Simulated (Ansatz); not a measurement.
# C2HFSe: how energies converge with the basis set

One table from this session's results is given with a row withheld; the runs are named, their logs left out.

Method: one geometry, several basis sets; program: Ansatz 0.2.0, Gaussian basis.

Plan: PBE0-D4/def2-SVP; ωB97M-V/def2-SVP; PBE0-D4/def2-QZVPP; ωB97M-V/def2-QZVPP; the functionals' def2-TZVPP values are taken from earlier runs.

### Structure used throughout

All runs share one geometry, relaxed beforehand with PBE0-D4 in a triple-zeta def2 set.

SMILES `FC1=C[Se]1`, 5 atoms, charge 0, spin multiplicity 1.

Atoms are counted from 1 here; the program's logs count them from 0.

Bond lengths: F1–C2 1.295 Å, C2–C3 1.273 Å, C2–Se4 1.914 Å, C3–Se4 2.039 Å, C3–H5 1.073 Å. Angles: F1–C2–C3 145.4°, F1–C2–Se4 138.0°, C3–C2–Se4 76.6°, C2–C3–Se4 66.0°, C2–C3–H5 155.7°, Se4–C3–H5 138.4°, C2–Se4–C3 37.4°.

Set-up of the first run:

The input, in.yaml:

```yaml
crystal:
  periodic: [false, false, false]
  atoms:
    - {symbol: F, position_ang: [-0.351891, -1.459396, 1.110438]}
    - {symbol: C, position_ang: [-0.221321, -0.498080, 0.252905]}
    - {symbol: C, position_ang: [0.468253, 0.517281, -0.085719]}
    - {symbol: Se, position_ang: [-1.110843, 0.136899, -1.318243]}
    - {symbol: H, position_ang: [1.265802, 1.229697, -0.000879]}
basis:
  gaussian: {orbitals: def2-SVP}
hamiltonian: {xc: pbe0, dispersion: d4}
output: {orbitals: {seedname: orbitals}}
```

Steps of the session up to this table: PBE0-D4 in def2-SVP; ωB97M-V in def2-SVP; PBE0-D4 in def2-QZVPP; ωB97M-V in def2-QZVPP.

One of the session's tables, all rows but one given; the rest of the session is left out.

It belongs to the step «Functionals by basis». 

```
functional       basis  HOMO (eV)
   PBE0-D4    def2-SVP      -5.72
   PBE0-D4  def2-TZVPP          ?
   PBE0-D4  def2-QZVPP      -5.87
   ωB97M-V    def2-SVP      -7.88
   ωB97M-V  def2-TZVPP      -8.00
   ωB97M-V  def2-QZVPP      -8.03
```

Estimate the missing values for PBE0-D4, def2-TZVPP.

As computed: HOMO (eV): -5.84. In the column «HOMO (eV)» it lies between PBE0-D4, def2-QZVPP (-5.87) and PBE0-D4, def2-SVP (-5.72).
